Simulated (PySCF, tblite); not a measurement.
# C3H9BrO2Si: geometry, infrared bands and NMR shifts

Aim: predict the infrared bands and NMR shifts of C3H9BrO2Si (`C[C@@H](CBr)O[SiH2]O`).

Computed with tblite 0.8.0 and PySCF 2.14.0, with density-fitted response routines of our own, on a single molecule in the gas phase. Atoms count from 0, in the outputs and in this text.

### 1 The molecule as given

16 atoms, charge 0, multiplicity 1; geometry from: force field or distance geometry start.

Bonds of the start (Å): C0–C1 1.54, C1–C2 1.47, C2–Br3 1.93, C1–O4 1.40, O4–Si5 1.74, Si5–O6 1.71, C0–H7 1.10, C0–H8 1.10, C0–H9 1.13, C1–H10 1.12, C2–H11 1.11, C2–H12 1.12, Si5–H13 1.45, Si5–H14 1.48, O6–H15 0.99.

### 2 Optimising the geometry with GFN2-xTB

The job: settings as JSON, then the geometry in Å.

```
{"job": {"kind": "relax", "xc": "GFN2-xTB", "basis": "xTB"}, "charge": 0, "multiplicity": 1}
C     -0.739900    -1.419900    -0.022700
C     -0.526800     0.084300     0.204200
C     -1.796900     0.808200     0.331900
Br    -2.930000     0.215400     1.771100
O      0.341600     0.164900     1.293300
Si     1.818000     0.722700     0.566400
O      3.179100    -0.141900     1.147300
H     -1.220500    -1.878900     0.850300
H      0.219200    -1.871000    -0.301300
H     -1.494800    -1.447800    -0.860600
H      0.061900     0.398300    -0.695400
H     -1.724800     1.908700     0.445800
H     -2.391100     0.629900    -0.597600
H      1.993400     2.138600     0.825400
H      1.755300     0.508600    -0.900700
H      3.448800    -0.810900     0.466300
```

Command:

```bash
$ OMP_NUM_THREADS=1 python probes_run.py task.json out
```

The driver reads the jobs from task.json and runs them one after another.

The log of the run:

```text
step      E/eV     max force
  0    -680.68217    3.332
  1    -681.15056    2.108
  2    -681.32933    1.184
  3    -681.39903    0.987
  4    -681.53749    0.958
  5    -681.58594    0.760
  6    -681.66954    0.825
  7    -681.70535    0.502
  8    -681.73675    0.505
  9    -681.77464    0.560
 10    -681.81976    0.700
 11    -681.86279    0.744
 12    -681.90109    0.527
 13    -681.92199    0.305
 14    -681.93115    0.332
 15    -681.94439    0.334
 16    -681.95405    0.263
 17    -681.96064    0.187
 18    -681.96591    0.202
 19    -681.97111    0.228
 20    -681.97701    0.208
 21    -681.98264    0.157
 22    -681.98644    0.124
 23    -681.98893    0.126
 24    -681.99142    0.127
 25    -681.99466    0.174
 26    -681.99916    0.198
 27    -682.00475    0.177
 28    -682.01072    0.211
 29    -682.01665    0.212
 30    -682.02215    0.202
 31    -682.02711    0.165
 32    -682.03275    0.231
 33    -682.03966    0.267
 34    -682.04628    0.364
 35    -682.02121    1.575
 36    -682.05527    0.246
 37    -682.05889    0.164
 38    -682.06668    0.443
 39    -682.06998    0.176
 40    -682.07595    0.159
 41    -682.08330    0.254
 42    -682.08705    0.147
 43    -682.08968    0.151
 44    -682.09226    0.160
 45    -682.09409    0.225
 46    -682.09619    0.143
 47    -682.09891    0.112
 48    -682.10129    0.134
 49    -682.10493    0.132
 50    -682.10798    0.141
 51    -682.11055    0.178
 52    -682.11291    0.257
 53    -682.11619    0.174
 54    -682.12176    0.349
 55    -682.12727    0.242
 56    -682.13037    0.259
 57    -682.13434    0.126
 58    -682.13738    0.266
 59    -682.14125    0.155
 60    -682.14456    0.168
 61    -682.14900    0.120
 62    -682.15144    0.157
 63    -682.15536    0.139
 64    -682.15869    0.244
 65    -682.16311    0.165
 66    -682.16724    0.163
 67    -682.17178    0.141
 68    -682.17498    0.115
 69    -682.17848    0.184
 70    -682.18139    0.160
 71    -682.18421    0.071
 72    -682.18489    0.059
 73    -682.18549    0.057
 74    -682.18585    0.061
 75    -682.18621    0.039
 76    -682.18643    0.027
 77    -682.18655    0.025
 78    -682.18666    0.026
 79    -682.18678    0.025
 80    -682.18691    0.025
 81    -682.18704    0.025
 82    -682.18716    0.027
 83    -682.18728    0.028
 84    -682.18740    0.023
 85    -682.18751    0.022
 86    -682.18761    0.019
 87    -682.18769    0.021
 88    -682.18777    0.023
 89    -682.18786    0.022
 90    -682.18794    0.023
 91    -682.18800    0.019
 92    -682.18804    0.015
 93    -682.18809    0.014
 94    -682.18814    0.018
 95    -682.18819    0.018
 96    -682.18822    0.015
 97    -682.18826    0.016
 98    -682.18831    0.019
 99    -682.18839    0.026
100    -682.18845    0.019
101    -682.18848    0.007
```

Wall time 0.65 s (1 thread of Arm Neoverse V2, shared host); peak memory 0.18 GiB.

Step by step: (not every step is listed)

```
step  energy from step 0 (eV)  largest force (eV/Å)
   0                   0.0000                3.3322
   1                  -0.4684                2.1083
   2                  -0.6472                1.1842
   3                  -0.7169                0.9873
   4                  -0.8553                0.9578
   5                  -0.9038                0.7597
   6                  -0.9874                0.8254
   7                  -1.0232                0.5016
   8                  -1.0546                0.5053
  16                  -1.2719                0.2628
  24                  -1.3092                0.1274
  32                  -1.3506                0.2306
  40                  -1.3938                0.1593
  48                  -1.4191                0.1344
  56                  -1.4482                0.2591
  64                  -1.4765                0.2445
  72                  -1.5027                0.0595
  80                  -1.5047                0.0255
  88                  -1.5056                0.0227
  96                  -1.5060                0.0146
  97                  -1.5061                0.0156
  98                  -1.5061                0.0193
  99                  -1.5062                0.0258
 100                  -1.5063                0.0191
 101                  -1.5063                0.0073
```

Distances of close pairs at the start and the end, largest changes first:

```
   bond  before (Å)  after (Å)  change (Å)
 O4–Si5       1.738      1.628      -0.110
 Si5–O6       1.714      1.612      -0.102
  C1–C2       1.467      1.527      +0.059
  C0–H9       1.128      1.087      -0.041
 O6–H15       0.992      0.954      -0.038
 C2–H12       1.118      1.089      -0.029
Si5–H14       1.484      1.457      -0.027
 C2–H11       1.109      1.089      -0.020
```

The final coordinates are the input of the step that follows.

### 3 Vibrational analysis with GFN2-xTB

The job: settings as JSON, then the geometry in Å.

```
{"job": {"kind": "ir", "xc": "GFN2-xTB", "basis": "xTB"}, "charge": 0, "multiplicity": 1}
C     -1.087060    -1.604710    -0.301232
C     -0.526556    -0.186553    -0.260705
C     -1.475145     0.784903     0.437214
Br    -1.698070     0.335505     2.309027
O      0.713346    -0.217109     0.366639
Si     1.879346     0.916978     0.434005
O      3.087110     0.206260     1.230670
H     -1.215995    -1.982938     0.710677
H     -0.388615    -2.252962    -0.823458
H     -2.043300    -1.622486    -0.817918
H     -0.407216     0.188017    -1.292220
H     -1.072333     1.795976     0.410632
H     -2.464761     0.760551    -0.016300
H      1.410263     2.110469     1.142181
H      2.380903     1.234187    -0.896436
H      2.900486    -0.457144     1.890779
```

The log of the run:

```text
mode    cm-1     km/mol
  1      -3.7      2.10
  2      39.2      2.36
  3     117.5      0.56
  4     133.0     13.69
  5     151.3     90.38
  6     160.4      1.77
  7     200.6      2.19
  8     267.6     32.40
  9     340.4      6.94
 10     408.9      5.18
 11     496.5     32.06
 12     573.6    105.79
 13     603.5     24.87
 14     643.9     42.51
 15     744.6     45.04
 16     774.9     54.12
 17     822.5    147.83
 18     831.3    495.54
 19     871.1      1.33
 20     904.3     23.21
 21     942.9    210.49
 22    1018.8     53.27
 23    1063.0     19.89
 24    1092.2     73.79
 25    1160.1     42.18
 26    1203.7    117.77
 27    1239.6     18.32
 28    1304.1     33.15
 29    1323.5     16.16
 30    1402.3     21.32
 31    1425.7      7.33
 32    1471.6      3.17
 33    1491.4      9.11
 34    2222.6    342.17
 35    2309.4    223.40
 36    2829.9     61.05
 37    3003.2      7.81
 38    3008.5     11.05
 39    3036.8     20.57
 40    3040.2     24.69
 41    3051.5     11.94
 42    3660.8     26.74
```

Wall time 0.48 s (1 thread of Arm Neoverse V2, shared host); peak memory 0.18 GiB.

Which atoms move in the most intense modes:

```
cm⁻¹  km/mol                                 atoms
 151    90.4                     H15 62 %, O4 11 %
 574   105.8          H14 39 %, H13 34 %, Si5 14 %
 822   147.8          H14 43 %, H13 38 %, H15 14 %
 831   495.5          H15 45 %, H13 20 %, H14 12 %
 943   210.5                     O6 51 %, Si5 39 %
1204   117.8  C1 32 %, O4 19 %, H12 17 %, H11 11 %
2223   342.2                              H13 90 %
2309   223.4                              H14 90 %
```

### 4 NMR shieldings: PBE0/pcSseg-1

Settings changed since step 3:

```diff
@@ -1,2 +1,2 @@
-{"job": {"kind": "ir", "xc": "GFN2-xTB", "basis": "xTB"}, "charge": 0, "multiplicity": 1}
+{"job": {"kind": "nmr", "xc": "PBE0", "basis": "pcSseg-1"}, "charge": 0, "multiplicity": 1}
 C     -1.087060    -1.604710    -0.301232
```

Method: GIAO PBE0/pcSseg-1 NMR shielding, non-relativistic, gas phase.

The log of the run:

```text
coarse grid: 61896 points
cycle   1  E = -3132.6992374793  dE = -3.674e-01  |g| = 1.157e+00  |ddm| = 3.560e+00
cycle   2  E = -3132.5024792043  dE =  1.968e-01  |g| = 1.441e+00  |ddm| = 1.831e+00
cycle   3  E = -3132.8582669238  dE = -3.558e-01  |g| = 2.268e-01  |ddm| = 1.358e+00
cycle   4  E = -3132.8660670473  dE = -7.800e-03  |g| = 5.653e-02  |ddm| = 1.705e-01
cycle   5  E = -3132.8664800747  dE = -4.130e-04  |g| = 2.077e-02  |ddm| = 5.208e-02
cycle   6  E = -3132.8665581938  dE = -7.812e-05  |g| = 4.643e-03  |ddm| = 1.665e-02
cycle   7  E = -3132.8665616163  dE = -3.423e-06  |g| = 1.089e-03  |ddm| = 4.042e-03
final grid: 129392 points
cycle   8  E = -3132.8665945931  dE =  5.815e-08  |g| = 1.317e-03  |ddm| = 2.382e-03
cycle   9  E = -3132.8665943532  dE =  2.399e-07  |g| = 1.748e-03  |ddm| = 2.283e-03
cycle  10  E = -3132.8665949621  dE = -6.090e-07  |g| = 1.770e-04  |ddm| = 1.286e-03
cycle  11  E = -3132.8665949684  dE = -6.324e-09  |g| = 1.854e-05  |ddm| = 1.422e-04
cycle  12  E = -3132.8665949685  dE = -5.139e-11  |g| = 5.054e-06  |ddm| = 1.841e-05
converged SCF energy = -3132.8665949685

GIAO shielding tensors (ppm)
atom      isotropic    diamagn.    paramagn.     s11        s22        s33       span
  0 C      163.275     246.964     -83.689    140.994    160.416    188.414     47.420
  1 C      117.702     240.969    -123.267     96.402    111.736    144.967     48.565
  2 C      134.377     248.745    -114.368     98.292    147.022    157.816     59.524
  3 Br    2493.553    3122.660    -629.108   2175.353   2278.936   3026.368    851.015
  4 O      267.947     399.330    -131.383    238.730    270.099    295.011     56.281
  5 Si     383.985     880.041    -496.057    357.145    378.577    416.232     59.087
  6 O      305.946     386.760     -80.814    260.597    305.847    351.395     90.798
  7 H       29.523      29.650      -0.128     24.480     31.668     32.420      7.940
  8 H       30.335      29.734       0.601     25.883     28.073     37.048     11.166
  9 H       31.093      29.433       1.660     26.502     28.354     38.423     11.921
 10 H       27.278      31.441      -4.163     23.802     26.189     31.844      8.042
 11 H       27.854      30.820      -2.965     21.928     26.564     35.071     13.143
 12 H       28.247      29.961      -1.714     22.030     26.959     35.751     13.722
 13 H       26.554      30.118      -3.563     22.265     26.630     30.767      8.502
 14 H       26.943      29.929      -2.985     23.363     24.647     32.820      9.458
 15 H       29.964      32.224      -2.260     21.294     26.825     41.774     20.480
```

Wall time 34 s (1 thread of Arm Neoverse V2, shared host); peak memory 1 GiB.

Shifts follow as δ = σ(reference) − σ, with reference shieldings (ppm) from runs at the same level and on the same kind of geometry: ¹H TMS 31.72, ¹³C TMS 186.9, ²⁹Si TMS 349.2, ¹⁷O H2O 336.1, ⁷⁹Br HBr 2622. The references are single molecules in the gas phase, so shifts against H2O, NH3, PH3, H3PO4 or CFCl3 are not on the usual liquid scales and can be off by tens of ppm. Atoms listed in one row are averaged.

```
     atoms                          environment  σ (ppm)  δ (ppm)  δ scaled to CDCl3
        C1                   sp3 CH bonded to O    117.7     69.2               65.6
        C2                 sp3 CH2 bonded to Br    134.4     52.5               34.5
        C0                        methyl carbon    163.3     23.7               21.2
       H13  hydrogen on a silicon bonded to 2 O    26.55     5.16                  –
       H14  hydrogen on a silicon bonded to 2 O    26.94     4.77                  –
       H10    hydrogen on an sp3 CH bonded to O    27.28     4.44               4.29
       H11  hydrogen on an sp3 CH2 bonded to Br    27.85     3.86               3.75
       H12  hydrogen on an sp3 CH2 bonded to Br    28.25     3.47               3.38
       H15   hydrogen on an oxygen bonded to Si    29.96     1.75                  –
H7, H8, H9          hydrogen on a methyl carbon    30.32     1.40               1.43
       Br3                  bromine bonded to C     2494      128                  –
        O4               oxygen bonded to C, Si    267.9     68.1                  –
        O6               oxygen bonded to Si, H    305.9     30.1                  –
       Si5           silicon bonded to 2 O, 2 H    384.0    -34.8                  –
```

The scaled column applies a straight-line fit of computed shieldings to shifts measured in CDCl3, with any fitted terms for Cl, Br or S neighbours (root-mean-square error 0.16 ppm for H, 1.9 ppm for C).

The run also stored atomic charges by several schemes (e):

```
atoms  Mulliken    IAO  Hirshfeld  ESP fit
   C0     -0.21  -0.43      -0.13    -0.54
   C1      0.02   0.11       0.05     0.58
   C2     -0.18  -0.31      -0.05    -0.81
  Br3     -0.17  -0.06      -0.04    -0.04
   O4     -0.62  -0.65      -0.22    -0.53
  Si5      0.96   1.23       0.44     0.88
   O6     -0.55  -0.80      -0.31    -0.71
```

Mayer bond orders: C0–C1 1.03, C1–C2 0.99, C2–Br3 1.00, C1–O4 0.89, O4–Si5 0.94, Si5–O6 1.08.

### 5 Results

| quantity | value |
| --- | --- |
| strongest single infrared mode (GFN2-xTB) | 831 cm⁻¹, 496 km/mol |
| zero-point energy (GFN2-xTB) | 73.5 kcal/mol |
| ¹³C shifts against TMS (PBE0/pcSseg-1) | 69.2, 52.5, 23.7 ppm |
| ¹H shifts against TMS (PBE0/pcSseg-1, means over atoms taken as alike) | 5.16, 4.77, 4.44, 3.86, 3.47, 1.75, 1.40 ppm |
| ⁷⁹Br shifts against HBr (PBE0/pcSseg-1) | 128 ppm |
| ¹⁷O shifts against H2O (PBE0/pcSseg-1) | 68.1, 30.1 ppm |
| ²⁹Si shifts against TMS (PBE0/pcSseg-1) | -34.8 ppm |

What this shows: Over 101 steps the energy fell by 1.506 eV; of the close pairs, O4–Si5 changed most, 1.738 to 1.628 Å. The lowest mode is slightly imaginary (4i cm⁻¹), a soft motion within the noise of the Hessian, so the minimum is not strictly shown. The strongest single mode, at 831 cm⁻¹, is carried by H15, H13, H14. GFN2-xTB is a fitted tight-binding method: band positions and strengths are rough. Its intensities can rank the bands wrongly. C2 stands next to heavy halogen, whose spin-orbit shielding this run leaves out, so the computed shift lies too far downfield, most of all for carbon beside Br or I. C1 (sp3 CH bonded to O) lies farthest downfield among carbon, at 69.2 ppm; pulled downfield by the heteroatom. At PBE0/pcSseg-1: The widest tensor belongs to Br3: span 851 ppm, with a paramagnetic part of -629 ppm. Spin-orbit coupling is left out, which matters for shieldings and couplings at and beside the heavy atoms.
